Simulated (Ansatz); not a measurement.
# CH7GaSSi: the cost of one run

Method: the settings change from run to run; program: Ansatz 0.2.0, Gaussian basis.

## (1) The molecule

An earlier PBE0-D4 in a triple-zeta def2 set relaxation fixed the geometry.

SMILES `S[SiH2][CH2][GaH2]`, 11 atoms, charge 0, spin multiplicity 1.

Atoms are counted from 1 here; the program's logs count them from 0.

Bond lengths: S1–Si2 2.144 Å, S1–H5 1.344 Å, Si2–C3 1.857 Å, Si2–H6 1.487 Å, Si2–H7 1.488 Å, C3–Ga4 1.972 Å, C3–H8 1.095 Å, C3–H9 1.094 Å, Ga4–H10 1.570 Å, Ga4–H11 1.570 Å. Angles: Si2–S1–H5 94.6°, S1–Si2–C3 114.2°, S1–Si2–H6 103.2°, S1–Si2–H7 109.9°, C3–Si2–H6 111.3°, C3–Si2–H7 109.4°, H6–Si2–H7 108.6°, Si2–C3–Ga4 113.5°, Si2–C3–H8 108.2°, Si2–C3–H9 108.1°, Ga4–C3–H8 108.8°, Ga4–C3–H9 109.2°, H8–C3–H9 108.8°, C3–Ga4–H10 119.7°, C3–Ga4–H11 119.4°, H10–Ga4–H11 120.9°.

## (2) rPW86-PBE/def2-TZVPD

Set apart from the defaults: rVV10 dispersion.

File in.yaml:

```yaml
crystal:
  periodic: [false, false, false]
  atoms:
    - {symbol: S, position_ang: [-1.339217, 2.640012, 0.423698]}
    - {symbol: Si, position_ang: [0.131722, 1.080626, 0.417552]}
    - {symbol: C, position_ang: [-0.478056, -0.538628, -0.257996]}
    - {symbol: Ga, position_ang: [0.828589, -2.005601, -0.085125]}
    - {symbol: H, position_ang: [-1.489079, 2.653469, -0.911802]}
    - {symbol: H, position_ang: [0.503580, 0.960365, 1.851861]}
    - {symbol: H, position_ang: [1.330371, 1.517198, -0.348909]}
    - {symbol: H, position_ang: [-0.714732, -0.399250, -1.317663]}
    - {symbol: H, position_ang: [-1.394129, -0.807058, 0.276379]}
    - {symbol: H, position_ang: [1.865987, -2.262427, -1.235197]}
    - {symbol: H, position_ang: [0.820366, -2.895706, 1.207704]}
basis:
  gaussian: {orbitals: def2-TZVPD}
hamiltonian: {xc: {name: rPW86-PBE}, dispersion: rvv10}
output: {forces: true}
```

Run with:

```console
$ ansatz run in.yaml --threads 4 --pin off --events-out ev --progress --plain --max-ram 10444MiB
```

Q: Estimate wall time and peak memory on 4 threads of AMD EPYC 9R45, shared host.

About 4.4 s, with a peak of 0.48 GiB.
